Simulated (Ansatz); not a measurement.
# GeHO+ (singlet): wave-function methods side by side, cc-pVDZ

The task here is to estimate one member of a computed series from the others.

The runs use Ansatz 0.2.0, Gaussian basis; cc-pVDZ, core rule «outside noble gas», up to 15 orbitals frozen.

To be run: UHF; CCSD(T) on RHF; BCCD(T) on RHF; CISD; CCSDT(Q) on RHF; CCSDTQ on RHF.

9 further runs of the same task are left out: 5 for a known fault of the program, 4 set aside as unsound or not needed.

## The geometry

The geometry is a PBE0/def2-TZVP stationary point (not a proven minimum) of the parent state, kept for this charge and spin. No spin-orbit coupling is included. The filled d shell of Ge may be among the frozen orbitals whatever the setting's name suggests; the logs give the count.

3 atoms, charge 1, spin multiplicity 1.

Atoms are counted from 1 here; the program's logs count them from 0.

Bond lengths: Ge1–O2 1.786 Å, O2–H3 0.962 Å. Angles: Ge1–O2–H3 114.8°.

The first run:

Input file in.yaml:

```yaml
crystal:
  periodic: [false, false, false]
  atoms:
    - {symbol: Ge, position_ang: [0.000000, 0.013397, 0.343250]}
    - {symbol: O, position_ang: [0.000000, -0.107250, -1.438746]}
    - {symbol: H, position_ang: [0.000000, 0.736912, -1.899543]}
basis:
  gaussian: {orbitals: cc-pVDZ}
total_charge: 1
magnetization: {spin_polarized: true, initial_magnetization: 0}
hamiltonian: {xc: hf}
output: {orbitals: {seedname: orbitals}}
```

Command:

```bash
ansatz run in.yaml --threads 1 --pin off --events-out ev --progress --plain --max-ram 2816MiB --backend cpu
```

Steps of the session up to this table: UHF; CCSD(T) on RHF; BCCD(T) on RHF; CISD; CCSDT(Q) on RHF; CCSDTQ on RHF.

One table of the session follows, with a row left open; its other results are not shown here.

| method | from RCCSDTQ (kJ/mol) |
| --- | --- |
| RHF | +724.9 |
| RMP2 | +60.5 |
| RCCSD | +26.0 |
| RCCSD(T) | +4.1 |
| BCCD(T) | ? |
| RCCSDT | +2.4 |
| RCCSDT(Q) | -0.7 |
| RCCSDTQ | 0 |

Estimate the missing values for BCCD(T).

The run gave: from RCCSDTQ (kJ/mol): +3.6. In the column «from RCCSDTQ (kJ/mol)» it lies between RCCSDT (+2.4) and RCCSD(T) (+4.1).

Not comparable, so not listed: CISD (they don't share determinant, frozen orbitals or solution with the rows shown, or repeat one).
